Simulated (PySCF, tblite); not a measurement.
# C5H7N2Se radical: geometry, infrared bands and EPR parameters

Wanted: the infrared bands and EPR parameters of C5H7N2Se radical (`C[CH][Se]c1c[nH]cn1`), by calculation.

Computed with tblite 0.8.0 and PySCF 2.14.0, with density-fitted response routines of our own, on a single molecule in the gas phase. Atoms are numbered from 0 throughout.

## 1. The starting structure

15 atoms, charge 0, multiplicity 2; geometry from: force field or distance geometry start.

Bonds of the start (Å): C0–C1 1.54, C1–Se2 1.95, Se2–C3 1.93, C3–C4 1.38, C4–N5 1.36, N5–C6 1.37, C6–N7 1.37, N7–C3 1.34, C0–H8 1.11, C0–H9 1.10, C0–H10 1.11, C1–H11 1.13, C4–H12 1.08, N5–H13 1.05, C6–H14 1.09.

## 2. Optimising the geometry with GFN2-xTB

The job: settings as JSON, then the geometry in Å.

```
{"job": {"kind": "relax", "xc": "GFN2-xTB", "basis": "xTB"}, "charge": 0, "multiplicity": 2}
C      3.234600     0.457800     0.012500
C      2.129100    -0.459100    -0.547200
Se     0.887400    -0.775100     0.917200
C     -0.893700    -0.148700     0.498700
C     -1.946300    -0.958800     0.112700
N     -3.058000    -0.208100    -0.101500
C     -2.696900     1.083900     0.173200
N     -1.377400     1.104700     0.548300
H      3.152100     0.378400     1.116200
H      4.221200     0.113100    -0.319800
H      3.042200     1.498200    -0.321400
H      2.629700    -1.444000    -0.797500
H     -1.950300    -2.029300    -0.032400
H     -4.005900    -0.541300    -0.412800
H     -3.372300     1.936200     0.109200
```

Started as:

```sh
OMP_NUM_THREADS=1 python probes_run.py task.json out
```

One launch serves the whole session: the jobs run in the order shown.

**Question.** This job is followed by: GFN2-xTB harmonic vibrations, gas phase; UKS B3LYP, def2-TZVP-core on Se, pcH-1 on C H N, non-relativistic, mean-field spin-orbit, GIAO. Predict these results of the whole session: strongest single infrared mode (GFN2-xTB); zero-point energy (GFN2-xTB); g(iso) (B3LYP); ⟨S²⟩; largest a(iso) (averaged by class); surface potential, 1st and 99th percentile.

**Answer**, as computed:

| quantity | value |
| --- | --- |
| strongest single infrared mode (GFN2-xTB) | 1222 cm⁻¹, 70 km/mol |
| zero-point energy (GFN2-xTB) | 69.1 kcal/mol |
| g(iso) (B3LYP) | 2.00934 |
| ⟨S²⟩ | 0.755 (exact 0.75) |
| largest a(iso) (averaged by class) | 13C on C1, 152.3 MHz |
| surface potential, 1st and 99th percentile | -1.55 V and 2.58 V |

Relaxing lowered the energy by 1.315 eV in 156 steps; the close pair that moved most is C1–Se2, from 1.946 to 1.855 Å. All 39 modes are real, so the xTB geometry is a minimum. The strongest single mode, at 1222 cm⁻¹, is spread over several atoms, C3, N7, N5, C4 among them. Unscaled tight-binding wavenumbers are off by several per cent, some by more. Its intensities can rank the bands wrongly. C1 carries the largest spin population, 0.88 e. The isotropic g lies 7.0 ppt above the free-electron value. The hyperfine terms hold no scalar relativity, which the heavier nuclei need.
